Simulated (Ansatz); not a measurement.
# C2H5FGe: the cost of one run

The runs use Ansatz 0.2.0, Gaussian basis; revPBE/6-31G* with D3(BJ) with three-body dispersion.

**1. The geometry**

The structure was relaxed beforehand with PBE0-D4 in a triple-zeta def2 set.

SMILES `C[CH2][Ge][F]`, 9 atoms, charge 0, spin multiplicity 1.

Atoms are counted from 1 here; the program's logs count them from 0.

Bond lengths: C1–C2 1.521 Å, C1–H5 1.091 Å, C1–H6 1.094 Å, C1–H7 1.093 Å, C2–Ge3 1.991 Å, C2–H8 1.103 Å, C2–H9 1.097 Å, Ge3–F4 1.767 Å. Angles: C2–C1–H5 111.2°, C2–C1–H6 111.7°, C2–C1–H7 111.4°, H5–C1–H6 108.1°, H5–C1–H7 107.0°, H6–C1–H7 107.3°, C1–C2–Ge3 117.6°, C1–C2–H8 110.7°, C1–C2–H9 112.1°, Ge3–C2–H8 103.0°, Ge3–C2–H9 107.6°, H8–C2–H9 104.8°, C2–Ge3–F4 96.7°.

**2. Dynamics**

in.yaml reads:

```yaml
crystal:
  periodic: [false, false, false]
  atoms:
    - {symbol: C, position_ang: [-0.476656, 0.751475, -0.289448]}
    - {symbol: C, position_ang: [0.121224, -0.209708, 0.727225]}
    - {symbol: Ge, position_ang: [1.491887, -1.500762, 0.080657]}
    - {symbol: F, position_ang: [0.954187, -1.547994, -1.602365]}
    - {symbol: H, position_ang: [-0.868504, 0.215658, -1.155193]}
    - {symbol: H, position_ang: [-1.290395, 1.341238, 0.141784]}
    - {symbol: H, position_ang: [0.272693, 1.454917, -0.661025]}
    - {symbol: H, position_ang: [-0.658834, -0.866294, 1.147843]}
    - {symbol: H, position_ang: [0.542897, 0.315170, 1.593222]}
basis:
  gaussian: {orbitals: "6-31G*"}
magnetization: {spin_polarized: true, initial_magnetization: 0}
hamiltonian: {xc: {name: revPBE}, dispersion: d3bjatm}
md: {timestep: 0.5 fs, n_steps: 20, ensemble: nvt_nose_hoover, temperature: 1500, initial_velocities: maxwell_boltzmann, seed: 849}
```

Started as:

```console
ansatz run in.yaml --threads 4 --pin off --events-out ev --progress --plain --max-ram 10444MiB
```

**Question.** How long does this run take on 4 threads of Arm Neoverse V1, shared host, and how much memory does it need?

About 32 s, with a peak of 0.4 GiB.
